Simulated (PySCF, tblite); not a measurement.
**BClH₄Si₂ (triplet), a cluster model of a defect: EPR parameters**

Aim: the EPR parameters of `[SiH3]B[Si]Cl`. It is drawn as: twofold Si.

Computed with tblite 0.8.0 and PySCF 2.14.0; each step states its level. No surroundings beyond the atoms listed, unless a continuum is named. Atoms count from 0, parts from 1.

## 1. Starting point

8 atoms, charge 0, multiplicity 3; geometry: distance geometry start.

## 2. Relaxing the cluster with GFN2-xTB

What the job is given:

```
{"job": {"kind": "relax", "xc": "GFN2-xTB", "basis": "xTB"}, "charge": 0, "multiplicity": 3}
Si     1.931413     1.242940    -0.031333
Cl     3.129451    -0.403167    -0.403302
B      0.097185     0.991273    -0.639107
Si    -0.912498    -0.641029    -0.368098
H     -0.566144     2.010452    -0.600940
H     -1.330969    -1.238972    -1.642425
H     -2.161199    -0.367137     0.349859
H     -0.181764    -1.592715     0.464291
```

Method: GFN2-xTB geometry optimisation, gas phase.

Launch:

```
$ OMP_NUM_THREADS=1 python cluster_run.py task.json out
```

This one command runs all jobs of the session in turn.

The log of the run:

```text
step      E/eV     max force
  0    -304.89303    1.837
  1    -304.96055    1.188
  2    -305.01783    0.722
  3    -305.03541    0.623
  4    -305.10114    0.582
  5    -305.10950    0.372
  6    -305.12027    0.203
  7    -305.12359    0.233
  8    -305.13200    0.289
  9    -305.13876    0.282
 10    -305.14493    0.287
 11    -305.14971    0.212
 12    -305.15349    0.169
 13    -305.15607    0.137
 14    -305.15894    0.167
 15    -305.16211    0.171
 16    -305.16568    0.200
 17    -305.16877    0.154
 18    -305.17058    0.106
 19    -305.17153    0.090
 20    -305.17213    0.078
 21    -305.17250    0.041
 22    -305.17265    0.027
 23    -305.17272    0.027
 24    -305.17279    0.039
 25    -305.17289    0.039
 26    -305.17298    0.022
 27    -305.17303    0.016
 28    -305.17305    0.017
 29    -305.17308    0.019
 30    -305.17312    0.022
 31    -305.17319    0.021
 32    -305.17326    0.016
 33    -305.17329    0.015
 34    -305.17330    0.014
 35    -305.17332    0.012
 36    -305.17335    0.012
 37    -305.17339    0.015
 38    -305.17343    0.013
 39    -305.17344    0.010
 40    -305.17345    0.010
 41    -305.17346    0.009
 42    -305.17347    0.010
 43    -305.17350    0.014
 44    -305.17353    0.016
 45    -305.17356    0.010
 46    -305.17356    0.007
```

It took 1.9 s on 1 thread of Arm Neoverse N1, shared host.

Step by step: (not every step is listed)

```tsv
step	energy from step 0 (eV)	largest force (eV/Å)
0	0.0000	1.8366
1	-0.0675	1.1875
2	-0.1248	0.7217
3	-0.1424	0.6221
4	-0.2081	0.5822
5	-0.2165	0.3719
6	-0.2272	0.2026
7	-0.2306	0.2333
8	-0.2390	0.2896
11	-0.2567	0.2121
14	-0.2659	0.1670
17	-0.2757	0.1537
20	-0.2791	0.0773
23	-0.2797	0.0270
26	-0.2799	0.0214
29	-0.2801	0.0193
32	-0.2802	0.0162
35	-0.2803	0.0122
38	-0.2804	0.0132
41	-0.2804	0.0088
42	-0.2804	0.0104
43	-0.2805	0.0136
44	-0.2805	0.0153
45	-0.2805	0.0109
46	-0.2805	0.0067
```

Distances of close pairs at the start and the end, largest changes first:

```tsv
bond	before (Å)	after (Å)	change (Å)
Si0–B2	1.949	1.887	-0.062
B2–H4	1.217	1.176	-0.040
B2–Si3	1.938	1.965	+0.027
Si3–H7	1.460	1.476	+0.016
Si3–H5	1.469	1.479	+0.011
Si3–H6	1.466	1.475	+0.009
Si0–Cl1	2.070	2.068	-0.002
```

## 3. Relaxing the molecule at PBE0-D3(BJ)/def2-SVP

What the job is given:

```
{"job": {"xc": "PBE0", "basis": "def2-SVP", "d3": "d3bj", "grid": 2, "kind": "geom", "shake": 0.01}, "charge": 0, "multiplicity": 3}
Si     1.945110     1.164523    -0.050659
Cl     3.128952    -0.478175     0.154939
B      0.019542     1.114324    -0.112461
Si    -0.882707    -0.592651     0.029238
H     -0.551811     2.119845    -0.245418
H     -1.245729    -1.196086    -1.279085
H     -2.204421    -0.513090     0.728902
H     -0.162859    -1.647244     0.746642
```

The log of the run:

```text
step   0  E = -1065.60489545  max force = 0.020016
step   1  E = -1065.60950342  max force = 0.006159
step   2  E = -1065.60977840  max force = 0.002415
step   3  E = -1065.60982561  max force = 0.000660
step   4  E = -1065.60983196  max force = 0.000437
optimisation converged
```

It took 49 s on 1 thread of Arm Neoverse N1, shared host; peak memory 0.45 GiB.

Step by step:

```tsv
step	energy from step 0 (eV)	largest force component (eV/Å)
0	0.0000	1.0293
1	-0.1254	0.3167
2	-0.1329	0.1242
3	-0.1342	0.0339
4	-0.1343	0.0225
```

Close pairs (by a distance rule), those that changed most:

```tsv
bond	before (Å)	after (Å)	change (Å)
B2–Si3	1.936	2.011	+0.075
B2–H4	1.164	1.206	+0.042
Si0–Cl1	2.035	2.070	+0.035
Si3–H7	1.465	1.495	+0.030
Si3–H5	1.486	1.500	+0.014
Si0–B2	1.927	1.936	+0.009
Si3–H6	1.498	1.498	+0.001
```

The next job starts from the end point, and lists it.

```tsv
at the end point	value
point group (found at 0.08 Å tolerance)	C1
rotational constants (GHz, main isotopes)	5.666, 1.724, 1.343
dipole moment (D)	1.17
⟨S²⟩	2.004
```

## 4. g tensor and hyperfine couplings: B3LYP/IGLO-III+pcH-1

What the job is given:

```
{"job": {"kind": "epr"}, "charge": 0, "multiplicity": 3}
Si     1.833204     1.029609    -0.092016
Cl     2.877449    -0.743973     0.131265
B     -0.102523     1.000007    -0.134539
Si    -1.017695    -0.783511     0.027155
H     -0.655597     2.060495    -0.291679
H     -1.308993    -1.306808    -1.348349
H     -2.322953    -0.646786     0.749931
H     -0.188025    -1.803539     0.737954
```

Method: UKS B3LYP, IGLO-III on B Cl Si, pcH-1 on H, non-relativistic, mean-field spin-orbit, GIAO.

The log of the run:

```text
UKS, coarse grid
  cycle   1  E = -1066.42902536  |g| = 2.97e-01
  cycle   2  E = -1066.35423314  |g| = 4.23e-01
  cycle   3  E = -1066.47618124  |g| = 6.48e-02
  cycle   4  E = -1066.47858940  |g| = 2.45e-02
  cycle   5  E = -1066.47889005  |g| = 9.78e-03
  cycle   6  E = -1066.47895504  |g| = 3.59e-03
  cycle   7  E = -1066.47896815  |g| = 7.59e-04
  cycle   8  E = -1066.47896995  |g| = 3.13e-04
UKS, final grid
  cycle   1  E = -1066.47896217  |g| = 2.15e-04
  cycle   2  E = -1066.47896223  |g| = 1.92e-04
  cycle   3  E = -1066.47896226  |g| = 5.91e-05
  cycle   4  E = -1066.47896227  |g| = 6.06e-05
  cycle   5  E = -1066.47896227  |g| = 7.59e-06
E = -1066.47896227 Eh   <S^2> = 2.0040 (exact 2.0000)
g shifts (ppm)      1          2          3
  rmc          -136       -136       -136
  gc             36         18         66
  oz_so       -3543       2102       3693
  total       -3643       1984       3622
hyperfine (MHz)  atom isotope    a_iso     a_fc   dipolar eigenvalues
    0  29Si    -219.41    -220.38    -43.65    -21.02     64.67
    1  35Cl      12.80      12.58    -16.16      1.73     14.42
    2   11B      41.67      41.78    -17.63      7.28     10.35
    3  29Si     -11.31     -11.33     -7.51      3.40      4.11
    4    1H     -19.78     -19.75     -5.68     -3.98      9.67
    5    1H      23.75      23.75     -1.69     -0.78      2.47
    6    1H      20.56      20.56     -1.53     -0.73      2.26
    7    1H       1.02       1.02     -1.79     -0.90      2.69
zero-field splitting (cm-1)  D = 2.1752  E = 0.0148  (spin-spin 0.1558, spin-orbit 2.0699)
```

Wall time 79 s (1 thread of Arm Neoverse N1, shared host); peak memory 0.64 GiB.

Principal g values 1.99868, 2.00430, 2.00594; g(iso) = 2.00297, against 2.00232 for a free electron.

Hyperfine couplings, nucleus by nucleus at this fixed geometry (no averaging over rotations):

```tsv
nuclei	isotope	a(iso) (MHz)	a(iso) (G, at g = 2.0023)	largest dipolar term (MHz)
Si0	29Si	-219.4	-78.3	64.7
B2	11B	41.7	14.9	-17.6
H5	1H	23.7	8.5	2.5
H6	1H	20.6	7.3	2.3
H4	1H	-19.8	-7.1	9.7
Cl1	35Cl	12.8	4.6	-16.2
Si3	29Si	-11.3	-4.0	-7.5
H7	1H	1.0	0.4	2.7
```

Zero-field splitting: D = 2.175 cm⁻¹ (spin-spin 0.156, spin-orbit 2.070), E = 0.015 cm⁻¹.

Mulliken spin populations:

```tsv
atom	value (e)
Si0	1.18
Cl1	0.13
B2	0.66
Si3	0.02
H4	-0.03
H5	0.02
H6	0.02
H7	0.00
```

Orbitals, density, ELF and potential are computed afterwards from the orbital file.

ELF in a plane through or near 5 of the atoms.

Ten even steps from ' ' (0.00) to '@' (1.00):
```
                                                        
                                                        
                      ..==++==..                        
                    --%%@@@@@@@@::                      
        ::::::      ==@@@@@@@@@@==                      
    ..**%%%%##==::..==%%@@@@@@%%::                      
  ..++%%@@@@@@##++++++**%%@@@@++..                      
  --##@@@@@@++  ..++%%==%%::**##--....--==--            
  ::==##@@%%..####..@@##..++@@%%++--++%%%%##--          
      ..==++..----..****##@@##::--  ##%%%%##==..        
      ::--++##**==--::..--++..%%======####**::          
  ..--**%%##--++%%**..  ..++++....  ::--::..            
  ::==##%%==##::**##--  ..%%@@@@##==::..                
  ..--##%%%%::++%%%%--  ..@@@@@@%%++..                  
    ::==##%%%%%%%%**..    %%@@@@%%++                    
      ..::--======::      --****--..                    
            ......                                      
                                                        
                                                        
                                                        
```
The map spans 10.6 Å across and 9.8 Å up, centred on the molecule. Atoms in the plane (x, y in Å): Si0 (-2.2, 0.6), Cl1 (-2.7, -1.4), B2 (-0.3, 1.1), Si3 (1.1, -0.3), H4 (-0.1, 2.3).

On the surface of density 0.002 e/bohr³ the electrostatic potential runs, from the 1st to the 99th percentile, from -0.20 V near Cl1 to 1.04 V near Si0.

The spin density lies nearest to Si0 56 %; B2 28 %; Cl1 8 %.

## 5. g tensor and hyperfine couplings: BHandHLYP/IGLO-III+pcH-1

Settings changed since step 4:

```diff
@@ -1,2 +1,2 @@
-{"job": {"kind": "epr"}, "charge": 0, "multiplicity": 3}
+{"job": {"kind": "epr", "xc": "BHandHLYP"}, "charge": 0, "multiplicity": 3}
 Si     1.833204     1.029609    -0.092016
```

Level: UKS BHandHLYP, IGLO-III on B Cl Si, pcH-1 on H, non-relativistic, mean-field spin-orbit, GIAO.

The log of the run:

```text
UKS, coarse grid
  cycle   1  E = -1066.35315827  |g| = 2.44e-01
  cycle   2  E = -1066.36853854  |g| = 2.10e-01
  cycle   3  E = -1066.39351666  |g| = 3.57e-02
  cycle   4  E = -1066.39460550  |g| = 1.00e-02
  cycle   5  E = -1066.39486184  |g| = 4.96e-03
  cycle   6  E = -1066.39494400  |g| = 3.13e-03
  cycle   7  E = -1066.39499301  |g| = 1.69e-03
  cycle   8  E = -1066.39500759  |g| = 7.01e-04
  cycle   9  E = -1066.39500924  |g| = 1.91e-04
UKS, final grid
  cycle   1  E = -1066.39500469  |g| = 1.23e-04
  cycle   2  E = -1066.39500472  |g| = 8.14e-05
  cycle   3  E = -1066.39500472  |g| = 4.34e-05
  cycle   4  E = -1066.39500473  |g| = 2.20e-05
E = -1066.39500473 Eh   <S^2> = 2.0062 (exact 2.0000)
g shifts (ppm)      1          2          3
  rmc          -136       -136       -136
  gc             36         18         65
  oz_so       -3657       2005       3297
  total       -3757       1887       3226
hyperfine (MHz)  atom isotope    a_iso     a_fc   dipolar eigenvalues
    0  29Si    -246.93    -247.92    -45.34    -23.73     69.07
    1  35Cl      15.83      15.63    -15.77      1.39     14.38
    2   11B      44.16      44.28    -16.02      7.72      8.30
    3  29Si     -10.95     -10.97     -6.63      2.92      3.71
    4    1H     -20.02     -19.99     -5.41     -3.83      9.24
    5    1H      20.11      20.11     -1.57     -0.83      2.41
    6    1H      18.03      18.03     -1.40     -0.75      2.15
    7    1H       0.32       0.32     -1.70     -0.98      2.68
zero-field splitting (cm-1)  D = 2.2822  E = 0.0167  (spin-spin 0.1581, spin-orbit 2.1831)
```

Run time: 80 s. Hardware: 1 thread of Arm Neoverse N1, shared host; peak memory 0.67 GiB.

In short: g(iso) 2.00277.

## 6. Run by run: EPR parameters

g, ⟨S²⟩ and isotropic hyperfine couplings (MHz), with basis size and wall time:

```tsv
run	g(iso)	⟨S²⟩	29Si Si0	11B B2	1H H5	1H H6	1H H4	functions	time
B3LYP/IGLO-III+pcH-1	2.00297	2.004	-219.4	41.7	23.7	20.6	-19.8	207	79 s
BHandHLYP/IGLO-III+pcH-1	2.00277	2.006	-246.9	44.2	20.1	18.0	-20.0	207	80 s
```

## 7. Outcome

| quantity | value |
| --- | --- |
| point group | C1 |
| rotational constants (main isotopes) | 5.67, 1.72, 1.34 GHz |
| D, E (B3LYP) | 2.175, 0.015 cm⁻¹ |
| g(iso) (B3LYP) | 2.00297 |
| ⟨S²⟩ | 2.004 (exact 2.00) |
| largest a(iso) | 29Si on Si0, -219.4 MHz |
| surface potential, 1st and 99th percentile | -0.20 V and 1.04 V |

**Reading.** Over 4 steps the energy fell by 0.134 eV; of the close pairs, B2–Si3 changed most, 1.936 to 2.011 Å (PBE0/def2-SVP). The largest share of the spin, 1.18 e, sits on Si0. The isotropic g lies 0.7 ppt above the free-electron value. The coupling of 29Si on Si0 runs from -246.9 (BHandHLYP/IGLO-III+pcH-1) to -219.4 MHz (B3LYP/IGLO-III+pcH-1). The triplet was assumed; the singlet may lie lower.
